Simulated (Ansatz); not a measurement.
Run this with Ansatz's Python interface and show what comes out.

Input file `ch3clfsb.xyz`:
```text
7

C    -0.10010    0.83520    0.08160
Sb    1.18050   -0.81270   -0.15010
F     0.32650   -1.73370    1.40240
Cl   -0.24630   -1.87700   -1.68690
H    -1.18180    0.51180    0.22150
H     0.17380    1.51010    0.93410
H    -0.09140    1.49820   -0.84840
```

`ch3clfsb.py`:
```python
from collections import Counter

import ansatz as az


def total_energy(molecule, charge=0, unpaired=0):
    calc = molecule.calculation().basis(gaussian="def2-SVP").functional("r2scan0")
    if charge:
        calc = calc.charge(charge)
    if unpaired:
        calc = calc.spin("collinear", total=unpaired)
    report = calc.run(threads=1, backend="cpu").report
    if report["published_state_doubts"]:
        print("  doubts:", report["published_state_doubts"])
    return report["free_energy_ev"]


def main() -> None:
    mol = az.Crystal.molecule_from_extxyz("ch3clfsb.xyz")

    unpaired = {"C": 2, "Sb": 3, "F": 1, "Cl": 1, "H": 1}
    counts = Counter(site.symbol for site in mol.cartesian_sites)
    atom_energy = {s: total_energy(az.Crystal.molecule().atom(s, (0, 0, 0)), 0, unpaired[s]) for s in counts}
    whole = total_energy(mol, 0, 0)
    for s, e in atom_energy.items():
        print(f"{s:2s} x{counts[s]}  {e:14.5f} eV")
    print(f"CH3ClFSb: {whole:.5f} eV")
    split = sum(counts[s] * e for s, e in atom_energy.items()) - whole
    print(f"atomisation energy (no zero-point term): {23.060548 * split:.1f} kcal/mol, {split / sum(counts.values()):.3f} eV an atom")


if __name__ == "__main__":
    main()
```

```console
$ python ch3clfsb.py
C  x1     -1028.27257 eV
Sb x1     -6538.33614 eV
F  x1     -2710.06882 eV
Cl x1    -12516.15069 eV
H  x3       -13.58464 eV
CH3ClFSb: -22856.12491 eV
atomisation energy (no zero-point term): 519.8 kcal/mol, 3.220 eV an atom
```

519.8 kcal/mol from the electronic energies, without the zero-point term.

Reading the output:
- The settings weren't tested for convergence.
- The geometry is a force-field or estimated start, not a minimum of this method, and the basis set is short of its limit. All parts are taken at fixed geometry, without zero-point energy.
- def2 sets replace the cores of elements past krypton by effective core potentials.
- The spin-orbit lowering of heavy atoms is left out.
- Run time: 6.7 s on 1 thread of AMD EPYC 7B13 (Zen 3), on a shared host, peak memory 0.26 GiB.
